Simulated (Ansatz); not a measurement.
# Ti (Ti, simple cubic): the cost of one run

Program: Ansatz 0.2.0. Level of theory: DFT r2SCAN, plane waves (500 eV) with PAW, scalar-relativistic; PBE-made PAW files. These are calculated values, not measurements.

### 1 The starting structure

It takes space group Pm-3m (No. 221, cubic). Conventional cell: a = 2.672 Å, b = 2.672 Å, c = 2.672 Å, α = 90.00°, β = 90.00°, γ = 90.00°. Around Ti (site symmetry m-3m) lie 6 Ti at 2.67 Å.

Structure file:

```xyz
1
Lattice="2.6717 0.0000 0.0000 0.0000 2.6717 0.0000 0.0000 0.0000 2.6717" Properties=species:S:1:pos:R:3 pbc="T T T"
Ti    0.0000    0.0000    0.0000
```

### 2 Relaxation of the cell

The input, input.yaml:

```yaml
crystal:
  lattice:
    - [2.6717143674, 0.0, 0.0]
    - [0.0, 2.6717143674, 0.0]
    - [0.0, 0.0, 2.6717143674]
  atoms:
    - { symbol: Ti, position: [0.0, 0.0, 0.0] }
hamiltonian:
  xc: r2scan
  pseudopotentials:
    kind: paw
    azcp:
      Ti: "pseudopotentials/Ti.paw.azcp"
basis:
  ecutwfc: 500
  fft_grid_basis: typed
kpoints:
  mp_grid: { grid: [12, 12, 12], shift: [0, 0, 0] }
magnetization:
  spin_polarized: false
scf:
  occupations: { method: fermi_dirac, width: 0.1 }
relax:
  max_steps: 60
  f_tol: 0.01
  cell: {}
output:
  write_density: true
  write_potential: true
  elf: true
  volumetric_format: npy
```

Launch:

```bash
$ ansatz run input.yaml --threads 1 --pin off --max-ram 3584MiB --backend cpu --events-out ev --progress --plain --runs-dir out
```

What time and memory should one allow on 1 thread of Intel Xeon Platinum 8259CL at 2.50GHz (Skylake/Cascade Lake), shared host?

About 13 s, with a peak of 0.53 GiB.
